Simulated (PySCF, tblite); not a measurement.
# C3H12N2SSi: geometry, infrared bands and NMR shifts

Wanted: the infrared bands and NMR shifts of C3H12N2SSi (`CN(CCN)[SiH2]S`), by calculation.

Programs: tblite 0.8.0 and PySCF 2.14.0, with density-fitted response routines of our own. Each step states its level of theory. These are calculated values for one molecule in the gas phase, unless marked as measured. Atoms are numbered from 0 throughout.

## Step 1: The molecule as given

19 atoms, charge 0, multiplicity 1; geometry from: force field or distance geometry start.

Bonds of the start (Å): C0–N1 1.45, N1–C2 1.42, C2–C3 1.50, C3–N4 1.44, N1–Si5 1.76, Si5–S6 2.18, C0–H7 1.12, C0–H8 1.11, C0–H9 1.11, C2–H10 1.11, C2–H11 1.14, C3–H12 1.13, C3–H13 1.10, N4–H14 1.05, N4–H15 1.04, Si5–H16 1.48, Si5–H17 1.45, S6–H18 1.39.

## Step 2: Optimising the geometry with GFN2-xTB

What the job is given:

```
{"job": {"kind": "relax", "xc": "GFN2-xTB", "basis": "xTB"}, "charge": 0, "multiplicity": 1}
C      0.601800    -1.775900    -1.084300
N      0.248600    -0.499200    -0.484900
C     -1.055800    -0.548000     0.067100
C     -1.517100     0.726100     0.708100
N     -1.470700     1.752100    -0.304600
Si     1.533000     0.004900     0.610100
S      2.964100     1.053700    -0.650800
H      1.653200    -1.688900    -1.461300
H     -0.121200    -1.900500    -1.915600
H      0.475600    -2.551700    -0.297700
H     -1.237900    -1.367100     0.786500
H     -1.760200    -0.785400    -0.796000
H     -2.568700     0.570200     1.089500
H     -0.871600     1.052600     1.541900
H     -1.591900     2.668700     0.189700
H     -2.273100     1.634500    -0.958900
H      2.212300    -1.206900     1.131400
H      1.145600     0.849500     1.717600
H      3.624100     2.020900     0.104500
```

Command:

```console
> OMP_NUM_THREADS=1 python probes_run.py task.json out
```

The driver reads the jobs from task.json and runs them one after another.

**Question.** This job is followed by: GFN2-xTB harmonic vibrations, gas phase; GIAO PBE0/pcSseg-1 NMR shielding, non-relativistic, gas phase. Predict these results of the whole session: strongest single infrared mode (GFN2-xTB); zero-point energy (GFN2-xTB); ¹³C shifts against TMS (PBE0/pcSseg-1); ¹H shifts against TMS (PBE0/pcSseg-1, means over atoms taken as alike); ¹⁵N shifts against NH3 (PBE0/pcSseg-1); ²⁹Si shifts against TMS (PBE0/pcSseg-1); ³³S shifts against CS2 (PBE0/pcSseg-1).

The runs gave:

| quantity | value |
| --- | --- |
| strongest single infrared mode (GFN2-xTB) | 2197 cm⁻¹, 333 km/mol |
| zero-point energy (GFN2-xTB) | 95.6 kcal/mol |
| ¹³C shifts against TMS (PBE0/pcSseg-1) | 56.1, 43.2, 38.3 ppm |
| ¹H shifts against TMS (PBE0/pcSseg-1, means over atoms taken as alike) | 5.87, 3.26, 2.89, 2.72, 1.01, -0.46 ppm |
| ¹⁵N shifts against NH3 (PBE0/pcSseg-1) | 63.9, 18.9 ppm |
| ²⁹Si shifts against TMS (PBE0/pcSseg-1) | -76.8 ppm |
| ³³S shifts against CS2 (PBE0/pcSseg-1) | -188 ppm |

What this shows: The optimisation took 233 steps and gained 0.941 eV; among the close pairs (by a distance rule), S6–H18 changed most, from 1.393 to 1.320 Å. All 51 modes are real, so the xTB geometry is a minimum. The strongest single mode, at 2197 cm⁻¹, moves mainly H17. GFN2-xTB is a fitted tight-binding method: band positions and strengths are rough. Its intensities can rank the bands wrongly. At PBE0/pcSseg-1: The largest span, 226 ppm, is at S6, where the paramagnetic term is -367 ppm.
